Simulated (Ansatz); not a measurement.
**CH7NSiTe: a ladder of functionals and wavefunction methods**

The task here is to estimate one member of a computed series from the others.

The runs use Ansatz 0.2.0, Gaussian basis; functionals in def2-TZVPP, the program's frozen cores in correlated methods.

Levels to be run: LDA (SPW92), PBE-D4, revPBE-D4, BLYP-D4, r2SCAN-D4, B97M-V, PBE0-D4, B3LYP-D4, r2SCANh-D4, r2SCAN0-D4, HSE06-D4, BHLYP-D4, CAM-B3LYP-D4, LC-ωPBE, ωB97X-V, ωB97M-V, B2PLYP, PBE-QIDH; CCSD(T)/def2-SVP; CCSD(T)/def2-TZVPP; MP2/def2-QZVPP; extrapolation to the limit; RPA on PBE.

### Structure used throughout

An earlier PBE0-D4 in a triple-zeta def2 set relaxation fixed the geometry. Te takes the def2 core potential; no spin-orbit term is included.

SMILES `C[Te][SiH2]N`, 11 atoms, charge 0, spin multiplicity 1.

Atoms are counted from 1 here; the program's logs count them from 0.

Bond lengths: C1–Te2 2.150 Å, C1–H5 1.087 Å, C1–H6 1.088 Å, C1–H7 1.088 Å, Te2–Si3 2.481 Å, Si3–N4 1.715 Å, Si3–H8 1.486 Å, Si3–H9 1.491 Å, N4–H10 1.007 Å, N4–H11 1.007 Å. Angles: Te2–C1–H5 109.7°, Te2–C1–H6 107.3°, Te2–C1–H7 108.4°, H5–C1–H6 110.3°, H5–C1–H7 110.9°, H6–C1–H7 110.2°, C1–Te2–Si3 93.7°, Te2–Si3–N4 109.5°, Te2–Si3–H8 113.0°, Te2–Si3–H9 103.8°, N4–Si3–H8 105.2°, N4–Si3–H9 116.8°, H8–Si3–H9 108.8°, Si3–N4–H10 120.6°, Si3–N4–H11 121.2°, H10–N4–H11 112.3°.

The first run:

in.yaml reads:

```yaml
crystal:
  periodic: [false, false, false]
  atoms:
    - {symbol: C, position_ang: [-1.467696, 1.340188, -0.520169]}
    - {symbol: Te, position_ang: [-0.661025, 1.107691, 1.459504]}
    - {symbol: Si, position_ang: [0.538959, -0.990208, 0.899842]}
    - {symbol: N, position_ang: [1.554942, -0.724859, -0.455831]}
    - {symbol: H, position_ang: [-2.326012, 0.684969, -0.645756]}
    - {symbol: H, position_ang: [-1.768905, 2.380417, -0.626602]}
    - {symbol: H, position_ang: [-0.687571, 1.099831, -1.239126]}
    - {symbol: H, position_ang: [-0.374758, -2.089889, 0.494003]}
    - {symbol: H, position_ang: [1.208133, -1.368990, 2.177562]}
    - {symbol: H, position_ang: [1.779958, -1.480149, -1.082505]}
    - {symbol: H, position_ang: [2.269574, -0.016103, -0.440422]}
basis:
  gaussian: {orbitals: def2-TZVPP}
hamiltonian: {xc: lda}
output: {orbitals: {seedname: orbitals}}
```

The run is started by

```bash
ansatz run in.yaml --threads 4 --pin off --events-out ev --progress --plain --max-ram 10444MiB
```

Steps of the session up to this table: LDA; PBE-D4 (GGA); revPBE-D4 (GGA); BLYP-D4 (GGA); r2SCAN-D4 (meta-GGA); B97M-V (meta-GGA); B3LYP-D4 (hybrid); r2SCANh-D4 (hybrid); r2SCAN0-D4 (hybrid); HSE06-D4 (hybrid); BHLYP-D4 (hybrid); CAM-B3LYP-D4 (range-separated); LC-ωPBE (range-separated); ωB97X-V (range-separated); ωB97M-V (range-separated); B2PLYP (double hybrid); PBE-QIDH (double hybrid).

One of the session's tables, all rows but one given; the rest of the session is left out.

It belongs to the step «Orbital energies across the functionals». 

```
  functional  HOMO (eV)  gap (eV)
 LDA (SPW92)      -5.14      3.73
      PBE-D4      -5.01      3.77
   revPBE-D4      -4.96      3.80
     BLYP-D4      -4.84      3.70
   r2SCAN-D4      -5.23      4.23
      B97M-V      -5.27      4.17
     PBE0-D4      -6.01      5.59
    B3LYP-D4      -5.80      5.15
  r2SCANh-D4      -5.60      4.89
  r2SCAN0-D4      -6.16      5.88
    HSE06-D4      -5.62      4.83
    BHLYP-D4      -6.86      7.27
CAM-B3LYP-D4      -7.21      7.77
     LC-ωPBE      -8.49     10.18
     ωB97X-V      -8.19      9.74
     ωB97M-V          ?         ?
```

Estimate the missing values for ωB97M-V.

**Answer.** HOMO (eV): -8.09; gap (eV): 9.40. In the column «HOMO (eV)» it lies between ωB97X-V (-8.19) and CAM-B3LYP-D4 (-7.21).
